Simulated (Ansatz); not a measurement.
# Ti2Si3: the cost of one run

Computed with Ansatz 0.2.0 (DFT PBE, scalar-relativistic, plane waves, PAW, unless a step's input says otherwise).

1 further run of the same task is left out (it didn't finish).

## Step 1: Starting point

The structure is tetragonal, space group P4mm (No. 99). Conventional cell: a = 4.116 Å, b = 4.116 Å, c = 5.355 Å, α = 90.00°, β = 90.00°, γ = 90.00°. Ti (site symmetry 2mm) is surrounded by 4 Si at 2.53 to 2.79 Å. Si (site symmetry 4mm) is surrounded by 4 Si at 2.45 Å and 4 Ti at 2.53 Å. Around Si (site symmetry 2mm) lie 6 Si at 2.45 to 2.91 Å and 2 Ti at 2.57 to 2.79 Å.

As a file:

```
CELL_PARAMETERS angstrom
4.11580 0.00000 0.00000
0.00000 4.11580 0.00000
0.00000 0.00000 5.35470
ATOMIC_POSITIONS crystal
Ti 0.00000 0.50000 0.16447
Ti 0.50000 0.00000 0.16447
Si 0.00000 0.00000 0.43842
Si 0.00000 0.50000 0.68499
Si 0.50000 0.00000 0.68499
```

The cell was relaxed beforehand at this level, from a generated guess; it needn't be the stable form of this composition. At a tolerance of 0.05 Å it has space group P4mm (No. 99); it has 18.14 Å³/atom, an uncorrected energy of +0.34 eV/atom over the elements.

## Step 2: Electronic structure at the relaxed geometry

Input file input.yaml:

```yaml
crystal:
  lattice:
    - [4.1158045817, 0.0, 0.0]
    - [0.0, 4.1158045817, 0.0]
    - [0.0, 0.0, 5.3547045146]
  atoms:
    - { symbol: Ti, position: [0.0, 0.5, 0.1644652067] }
    - { symbol: Ti, position: [0.5, 0.0, 0.1644652067] }
    - { symbol: Si, position: [0.0, 0.0, 0.4384228386] }
    - { symbol: Si, position: [0.0, 0.5, 0.684989474] }
    - { symbol: Si, position: [0.5, 0.0, 0.684989474] }
basis:
  ecutwfc: 420
kpoints:
  mp_grid: { grid: [10, 10, 8] }
  band_path:
    path:
      - [[0.0, 0.0, 0.0], [0.0, 0.5, 0.0], [0.5, 0.5, 0.0], [0.0, 0.0, 0.0], [0.0, 0.0, 0.5], [0.0, 0.5, 0.5], [0.5, 0.5, 0.5], [0.0, 0.0, 0.5]]
      - [[0.0, 0.5, 0.0], [0.0, 0.5, 0.5]]
      - [[0.5, 0.5, 0.0], [0.5, 0.5, 0.5]]
    npoints: 14
hamiltonian:
  xc: pbe
scf:
  occupations: { method: gaussian, width: 0.1 }
  n_extra_bands: 12
output:
  forces: true
  stress: true
  eigenvalues: true
  populations: true
  dos: { projected: true, de: 0.02, nscf_kmesh: { grid: [12, 12, 10] } }
  bader: true
  write_density: true
  write_potential: true
  elf: true
  volumetric_format: npy
```

The run is started by

```console
$ ansatz run input.yaml --threads 1 --pin off --max-ram 2560MiB --backend cpu --events-out ev --progress --plain --runs-dir out
```

What time and memory should one allow on 1 thread of Intel Xeon at 2.50GHz (Skylake/Cascade Lake), shared host?

About 3.5 min, with a peak of 0.58 GiB.
